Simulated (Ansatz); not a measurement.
## ClH₃NSb, SMILES [NH2][SbH][Cl]: the energy of protonation at one site, step by step

Computed with the Python package of Ansatz (0.2.0).

Interactive session:
```pycon
>>> import ansatz as az
>>> from ase import Atoms
>>> import numpy as np
>>> atoms = Atoms(['N', 'Sb', 'Cl', 'H', 'H', 'H'], positions=[
...     (-0.8805, -0.0403, -0.6335),
...     (-0.0624, 0.041, 1.2571),
...     (1.1321, -1.9774, 0.8062),
...     (-1.2709, 0.96, -0.8076),
...     (-0.1485, -0.1069, -1.3514),
...     (1.2722, 1.0595, 0.6831),
... ])
>>> system = az.Crystal.molecule_from_ase(atoms)
>>> calc = system.calculation()
>>> calc = calc.basis(gaussian='def2-SVP')
>>> calc = calc.functional('r2SCAN')
>>> calc = calc.scf(lower_state_search='standard')
>>> symbols = [site.symbol for site in system.cartesian_sites]
>>> start = np.array([site.position_ang for site in system.cartesian_sites], dtype=float)
>>> summary = calc.relax(force_tolerance=0.01).run(threads=1).report
>>> end = np.array(summary['positions_ang'])
>>> # start the new hydrogen opposite the existing bonds
>>> away = sum((end[0] - end[j]) / np.linalg.norm(end[0] - end[j]) for j in [1, 3, 4]) + np.array([0.15, 0.1, -0.2])
>>> proton = end[0] + 1.0 * away / np.linalg.norm(away)
>>> acid = az.Crystal.molecule()
>>> for symbol, place in zip(symbols, end):
...     acid = acid.atom(symbol, place.tolist())
...
>>> acid = acid.atom('H', proton.tolist())
>>> protonated = acid.calculation()
>>> protonated = protonated.basis(gaussian='def2-SVP')
>>> protonated = protonated.functional('r2SCAN')
>>> protonated = protonated.scf(lower_state_search='standard')
>>> protonated = protonated.charge(1)
>>> protonated = protonated.relax(force_tolerance=0.01, max_steps=80)
>>> after = protonated.run(threads=1).report
>>> xyz = np.array(after['positions_ang'])
>>> reach = np.linalg.norm(xyz[:-1] - xyz[-1], axis=1)
>>> print(f'base {summary["free_energy_ev"]:.5f} eV, protonated {after["free_energy_ev"]:.5f} eV')
base -20595.71605 eV, protonated -20605.41039 eV
>>> print(f'the proton ends {reach.min():.3f} A from {symbols[reach.argmin()]}{reach.argmin()}')
the proton ends 1.028 A from N0
>>> print(f'electronic proton affinity {23.060548 * (summary["free_energy_ev"] - after["free_energy_ev"]):.1f} kcal/mol')
electronic proton affinity 223.6 kcal/mol
```

Caveats:
- These settings explore the input space; basis and method may be short of convergence.
- The proton is put on one chosen atom, which needn't be the most basic site, so the molecule's proton affinity can be higher; the ends are stationary points, not checked by frequencies, and zero-point and thermal terms count only where printed.
- def2 sets replace the cores of elements past krypton by effective core potentials.
- The whole script took 2.4 min on 1 thread of Arm Neoverse V2 (shared host), peak memory 0.22 GiB.
